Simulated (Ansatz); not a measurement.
# Na2IrAuF6: the cost of one run

Program: Ansatz 0.2.0. Level of theory: DFT PBE+D3(BJ), scalar-relativistic, plane waves, PAW. These are calculated values, not measurements.

## 1. The system as given

The structure is cubic, space group Fm-3m (No. 225). Conventional cell: a = 8.821 Å, b = 8.821 Å, c = 8.821 Å, α = 90.00°, β = 90.00°, γ = 90.00°. Around Na (site symmetry -43m) lie 12 F at 3.12 Å. Around Ir (site symmetry m-3m) lie 6 F at 2.04 Å. Au (site symmetry m-3m) is surrounded by 6 F at 2.37 Å. Around F (site symmetry 4mm) lie 1 Ir at 2.04 Å and 1 Au at 2.37 Å.

Structure file:

```
CELL_PARAMETERS angstrom
0.00000 4.41071 4.41071
4.41071 0.00000 4.41071
4.41071 4.41071 0.00000
ATOMIC_POSITIONS crystal
Na 0.25000 0.25000 0.25000
Na 0.75000 0.75000 0.75000
Ir 0.00000 0.00000 0.00000
Au 0.50000 0.50000 0.50000
F 0.23117 0.23117 0.76883
F 0.23117 0.76883 0.76883
F 0.76883 0.76883 0.23117
F 0.23117 0.76883 0.23117
F 0.76883 0.23117 0.76883
F 0.76883 0.23117 0.23117
```

The structure comes from the Materials Project (structure only).

## 2. The listed cell as it stands

input.yaml

```yaml
crystal:
  lattice:
    - [0.0, 4.41071, 4.41071]
    - [4.41071, 0.0, 4.41071]
    - [4.41071, 4.41071, 0.0]
  atoms:
    - { symbol: Na, position: [0.25, 0.25, 0.25] }
    - { symbol: Na, position: [0.75, 0.75, 0.75] }
    - { symbol: Ir, position: [0.0, 0.0, 0.0], spin: 1.0 }
    - { symbol: Au, position: [0.5, 0.5, 0.5] }
    - { symbol: F, position: [0.231168, 0.231168, 0.768832] }
    - { symbol: F, position: [0.231168, 0.768832, 0.768832] }
    - { symbol: F, position: [0.768832, 0.768832, 0.231168] }
    - { symbol: F, position: [0.231168, 0.768832, 0.231168] }
    - { symbol: F, position: [0.768832, 0.231168, 0.768832] }
    - { symbol: F, position: [0.768832, 0.231168, 0.231168] }
basis:
  ecutwfc: 420
kpoints:
  mp_grid: { grid: [8, 8, 8] }
hamiltonian:
  xc: pbe
  dispersion: d3bj
scf:
  occupations: { method: gaussian, width: 0.01 }
output:
  forces: true
  stress: true
  eigenvalues: true
  populations: true
magnetization:
  spin_polarized: true
```

Run with:

```
$ ansatz run input.yaml --threads 2 --pin off --max-ram 3584MiB --backend cpu --events-out ev --progress --plain --runs-dir out
```

**Question.** How long does this run take on 2 threads of Arm Neoverse N1, shared host, and how much memory does it need?

About 48 s, with a peak of 0.75 GiB.
